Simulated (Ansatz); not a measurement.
**SiClF₂− (SMILES F[Si-](F)Cl): single points off equilibrium**

An exercise on one series of results from a longer session: the logs are not shown, and one member is left open.

Program: Ansatz 0.2.0, Gaussian basis. Level of theory: single points in def2-TZVPPD. These are calculated values, not measurements.

Cores are frozen in the correlated methods.

### Where the work starts

SMILES `F[Si-](F)Cl`, 4 atoms, charge -1, spin multiplicity 1.

Atoms are counted from 1 here; the program's logs count them from 0.

Bond lengths: F1–Si2 1.657 Å, Si2–F3 1.696 Å, Si2–Cl4 2.330 Å. Angles: F1–Si2–F3 91.1°, F1–Si2–Cl4 97.4°, F3–Si2–Cl4 96.0°.

As a file:

```xyz
4
ClF2Si
F     1.2104    0.1161    0.8624
Si    0.3692   -0.5043   -0.4236
F    -0.8505   -1.0762    0.6070
Cl   -0.7293    1.4570   -1.0380
```

Set-up of the first run:

run/in.yaml

```yaml
crystal:
  periodic: [false, false, false]
  atoms:
    - {symbol: F, position_ang: [1.210437, 0.116140, 0.862376]}
    - {symbol: Si, position_ang: [0.369162, -0.504294, -0.423622]}
    - {symbol: F, position_ang: [-0.850526, -1.076212, 0.606961]}
    - {symbol: Cl, position_ang: [-0.729295, 1.457035, -1.037954]}
basis:
  gaussian: {orbitals: "def2-TZVPPD.json"}
total_charge: -1
hamiltonian: {xc: pbe, dispersion: d4}
output: {forces: true}
```

The basis file named in the input lies beside it (Basis Set Exchange, JSON).

The run is started by

```bash
$ ansatz run in.yaml --threads 2 --pin off --events-out ev --progress --plain --max-ram 3481MiB
```

Steps of the session up to this table: PBE-D4/def2-TZVPPD; r2SCAN-D4/def2-TZVPPD; PBE0-D4/def2-TZVPPD; wB97M-V/def2-TZVPPD; CCSD(T)/def2-TZVPPD.

One of the session's tables, all rows but one given; the rest of the session is left out.

| method | RMS force component (eV/Å) | angle to CCSD(T) forces (°) |
| --- | --- | --- |
| PBE-D4 | 0.353 | 42.3 |
| r2SCAN-D4 | ? | ? |
| PBE0-D4 | 0.498 | 2.5 |
| wB97M-V | 0.428 | 6.4 |
| CCSD(T) | 0.489 | reference |

Estimate the missing values for r2SCAN-D4.

As computed: RMS force component (eV/Å): 0.466; angle to CCSD(T) forces (°): 1.7. In the column «RMS force component (eV/Å)» it lies between wB97M-V (0.428) and CCSD(T) (0.489).
